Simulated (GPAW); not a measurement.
NbSi:

```xyz
2
Lattice="3.1564 0.0000 0.0000 0.0000 3.1564 0.0000 0.0000 0.0000 3.1564" Properties=species:S:1:pos:R:3 pbc="T T T"
Nb    0.0000    0.0000    0.0000
Si    1.5782    1.5782    1.5782
```

The cell was built by a generator and needn't be a form met in nature.

Base run:

| Item | Value |
| --- | --- |
| Program | GPAW 26.7.0 |
| Functional | LDA |
| Potentials or basis | the program's PAW data sets (release 1.2.1) made for this functional |
| Cutoff | 600 eV |
| Basis | pw |
| k mesh | 8 × 8 × 8 |
| Occupations | fermi-dirac, width 0.05 eV |
| Spin | no spin polarisation |

Its results: pressure -8.2 GPa.

Q: The run is repeated on the same cell with these changes: functional from LDA to revPBE. What comes out?

A: Pressure 1.6 GPa.

revPBE binds less tightly than LDA, so the same cell stands under more pressure.
